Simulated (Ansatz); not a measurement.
The system is CsLiCr2Te2S3.

```
CELL_PARAMETERS angstrom
7.05684 0.00000 0.00788
0.00000 3.98060 0.00000
-2.68302 0.00000 8.67869
ATOMIC_POSITIONS crystal
Cs 0.07739 0.00000 0.37706
Li 0.86424 0.50000 0.78883
Cr 0.12646 0.00000 0.94616
Cr 0.59290 0.50000 0.97165
Te 0.50838 0.00000 0.15270
Te 0.55612 0.00000 0.74893
S 0.87426 0.00000 0.68502
S 0.25176 0.50000 0.84402
S 0.96294 0.50000 0.05357
```

The cell was built by a generator and needn't be a form met in nature.

- Program: Ansatz 0.2.0
- Task: relaxation of cell and atoms
- Functional: revPBE
- Potentials or basis: Ansatz PAW
- Cutoff: 420 eV (not typed: the program's choice for these potentials)
- k mesh: 3 × 5 × 3
- Occupations: fermi-dirac, width 0.05 eV
- Spin: collinear spin, ferromagnetic start
- Starting moments: [0.0, 0.0, 3.0, 3.0, 0.0, 0.0, 0.0, 0.0, 0.0] μB

At the start: volume 27.10 Å³/atom.

Question: Where does the relaxation end?

Answer: It ends after 7 steps and the volume is 28.56 Å³/atom (+5.4 %); space group Pm (No. 6, to 0.05 Å); moment 6.00 μB per cell.

Step by step:
```
step  energy change (eV)  largest force (eV/Å)  volume (Å³)
   1              0.0000                0.1216       243.87
   2             -0.0340                0.1316       252.37
   3             -0.0419                0.0554       255.53
   4             -0.0437                0.0209       256.49
   5             -0.0440                0.0144       256.82
   6             -0.0441                0.0051       257.01
   7             -0.0457                0.0051       257.01
```

Final structure:
```yaml
crystal:
  lattice:
    - [7.12455, 0.00000, 0.03798]
    - [0.00000, 4.04534, 0.00000]
    - [-2.67199, 0.00000, 8.90323]
  atoms:
    - { symbol: Cs, position: [0.07435, 0.00000, 0.37259] }
    - { symbol: Li, position: [0.86992, 0.50000, 0.79122] }
    - { symbol: Cr, position: [0.12657, 0.00000, 0.94656] }
    - { symbol: Cr, position: [0.59089, 0.50000, 0.96972] }
    - { symbol: Te, position: [0.50511, 0.00000, 0.14668] }
    - { symbol: Te, position: [0.55959, 0.00000, 0.75238] }
    - { symbol: S, position: [0.87600, 0.00000, 0.68971] }
    - { symbol: S, position: [0.25264, 0.50000, 0.84729] }
    - { symbol: S, position: [0.95936, 0.50000, 0.05180] }
```

Caveat: the plane-wave basis is chosen anew once the cell has moved, so the energies of steps on either side of that aren't comparable; only a ferromagnetic start was run, and an antiferromagnetic order may lie lower in energy; the PAW data sets come from PBE, with cores solved anew for the run's functional, which leaves a small shift of forces and pressure.
